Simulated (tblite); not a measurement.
# C12H32O14Si8: the cost of one run

Computed with tblite 0.8.0 and PySCF 2.14.0 and routines of our own; the level stands in each step. Atoms count from 0.

### Step 1. The starting structure

66 atoms, charge 0, multiplicity 1; geometry from: force field, distance geometry or constructed start.

### Step 2. Geometry optimisation with GFN2-xTB

Job settings and geometry (Å):

```
{"job": {"kind": "relax", "xc": "GFN2-xTB", "basis": "xTB"}, "charge": 0, "multiplicity": 1}
C     -4.803100    -1.934000     0.364400
C     -3.786400    -2.148700     1.463600
Si    -2.094500    -1.293100     1.181100
O     -1.115800    -1.617400     2.447400
Si     0.364300    -1.390200     3.108500
O      0.415500    -2.210600     4.540200
O      0.637000     0.189900     3.442500
Si     0.783600     1.673700     2.770500
O      1.074000     2.736500     4.001400
O     -0.619800     2.137200     2.058100
Si    -1.681800     1.810100     0.840200
C     -3.074100     3.122200     0.888800
C     -4.146200     2.953100    -0.174300
O     -2.360600     0.329400     1.057900
O     -0.941200     1.902900    -0.623100
Si     0.226700     1.286700    -1.600800
C      0.169200     2.231900    -3.268800
C     -1.157000     2.121800    -4.013900
O      1.715800     1.505500    -0.936300
Si     2.697400     1.171000     0.345100
C      4.375700     2.036300     0.056900
C      4.302300     3.548800    -0.076800
O      2.047600     1.750300     1.743800
O      2.954500    -0.456000     0.452400
Si     2.276400    -1.929100     0.687000
C      3.659500    -3.248400     0.634700
C      4.751900    -3.067500     1.683900
O      1.549500    -2.006500     2.162800
O      1.202300    -2.267500    -0.516500
Si    -0.189400    -1.814600    -1.262900
C     -0.531400    -3.042500    -2.693300
C     -1.803600    -2.754200    -3.486300
O     -1.457400    -1.873100    -0.219400
O     -0.037600    -0.309600    -1.904200
H     -5.039300    -0.867200     0.238400
H     -5.738700    -2.452500     0.604600
H     -4.447800    -2.313200    -0.599600
H     -4.188100    -1.783100     2.417700
H     -3.596300    -3.228800     1.585700
H      1.269100    -2.154100     4.993700
H      0.359900     2.782600     4.659900
H     -2.601300     4.105300     0.786400
H     -3.532100     3.087300     1.876400
H     -4.646600     1.985000    -0.087500
H     -4.902100     3.740600    -0.082300
H     -3.718400     3.015500    -1.189900
H      0.391500     3.284100    -3.067300
H      0.973200     1.846800    -3.903100
H     -1.106200     2.690200    -4.949400
H     -1.393500     1.085600    -4.256100
H     -1.982300     2.522800    -3.414200
H      4.828200     1.611700    -0.853400
H      5.035800     1.772300     0.891900
H      3.671600     3.842600    -0.926500
H      5.304600     3.960100    -0.236700
H      3.889700     4.010300     0.828300
H      3.207400    -4.238100     0.749800
H      4.120600    -3.210200    -0.366000
H      5.503900    -3.859500     1.590000
H      4.337300    -3.120500     2.696700
H      5.254600    -2.104000     1.578100
H     -0.592100    -4.049500    -2.264700
H      0.330000    -3.026200    -3.365800
H     -2.691100    -2.788500    -2.846700
H     -1.757700    -1.763000    -3.953600
H     -1.930700    -3.498100    -4.278400
```

Launch:

```
> OMP_NUM_THREADS=4 python large_run.py task.json out
```

This one command runs all jobs of the session in turn.

**Question.** How long does this first job take on 4 threads of Arm Neoverse N1, shared host, and how much memory does it need?

About 6.8 s, with a peak of 0.19 GiB.
